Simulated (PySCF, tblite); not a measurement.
# C₆H₁₅NSi: geometry, infrared bands and NMR shifts

What infrared bands and NMR shifts should C₆H₁₅NSi (`CCCN1CCC[SiH2]1`) show?

The runs use tblite 0.8.0 and PySCF 2.14.0, with density-fitted response routines of our own; the level of theory stands in each step. All values are computed, except where a source is named. Atoms count from 0, in the outputs and in this text.

## 1. The starting structure

23 atoms, charge 0, multiplicity 1; geometry from: force field or distance geometry start.

Bonds of the start (Å): C0–C1 1.48, C1–C2 1.49, C2–N3 1.42, N3–C4 1.44, C4–C5 1.46, C5–C6 1.47, C6–Si7 1.85, Si7–N3 1.82, C0–H8 1.13, C0–H9 1.14, C0–H10 1.09, C1–H11 1.14, C1–H12 1.13, C2–H13 1.10, C2–H14 1.13, C4–H15 1.11, C4–H16 1.10, C5–H17 1.12, C5–H18 1.11, C6–H19 1.12, C6–H20 1.10, Si7–H21 1.45, Si7–H22 1.48.

## 2. Relaxing the molecule with GFN2-xTB

What the job is given:

```
{"job": {"kind": "relax", "xc": "GFN2-xTB", "basis": "xTB"}, "charge": 0, "multiplicity": 1}
C     -2.855800     0.702200    -0.769600
C     -2.275700    -0.179700     0.264500
C     -0.979600    -0.847900    -0.036700
N      0.133900    -0.017800    -0.342300
C      0.672700     0.749300     0.745100
C      2.116200     0.960200     0.615400
C      2.832000    -0.109400    -0.102300
Si     1.465100    -1.203200    -0.698100
H     -2.787800     1.792000    -0.483100
H     -3.981300     0.505700    -0.747100
H     -2.532300     0.525400    -1.793900
H     -3.039000    -0.980700     0.519300
H     -2.171600     0.397300     1.228200
H     -0.762900    -1.585900     0.751100
H     -1.168900    -1.457100    -0.963500
H      0.189200     1.749000     0.707300
H      0.449000     0.327900     1.738900
H      2.562000     1.054100     1.634800
H      2.309900     1.928800     0.103900
H      3.354400     0.265400    -1.014800
H      3.544700    -0.642600     0.543900
H      1.535800    -1.538700    -2.105900
H      1.385200    -2.367300     0.215000
```

Started as:

```bash
$ OMP_NUM_THREADS=1 python probes_run.py task.json out
```

The driver reads the jobs from task.json and runs them one after another.

**Question.** This job is followed by: GFN2-xTB harmonic vibrations, gas phase; GIAO PBE0/pcSseg-1 NMR shielding, non-relativistic, gas phase. Predict these results of the whole session: strongest single infrared mode (GFN2-xTB); zero-point energy (GFN2-xTB); 13C shifts against TMS (PBE0/pcSseg-1); 1H shifts against TMS (PBE0/pcSseg-1, means over atoms taken as alike); 15N shifts against NH3 (PBE0/pcSseg-1); 29Si shifts against TMS (PBE0/pcSseg-1); surface potential, 1st and 99th percentile.

The runs gave:

| quantity | value |
| --- | --- |
| strongest single infrared mode (GFN2-xTB) | 2179 cm⁻¹, 506 km/mol |
| zero-point energy (GFN2-xTB) | 125.0 kcal/mol |
| 13C shifts against TMS (PBE0/pcSseg-1) | 52.5, 51.5, 30.2, 24.8, 14.2, 11.8 ppm |
| 1H shifts against TMS (PBE0/pcSseg-1, means over atoms taken as alike) | 4.97, 2.93, 2.89, 1.99, 1.43, 1.04, 1.04 ppm |
| 15N shifts against NH3 (PBE0/pcSseg-1) | 29.9 ppm |
| 29Si shifts against TMS (PBE0/pcSseg-1) | -22.8 ppm |
| surface potential, 1st and 99th percentile | -0.27 V and 0.85 V |

What this shows: Relaxing lowered the energy by 1.350 eV in 158 steps; the close pair that moved most is N3–Si7, from 1.818 to 1.711 Å. No mode is imaginary among the 63: a minimum at this level. The strongest single mode, at 2179 cm⁻¹, moves mainly H21 and H22. GFN2-xTB is a fitted tight-binding method: band positions and strengths are rough. Its intensities can rank the bands wrongly.
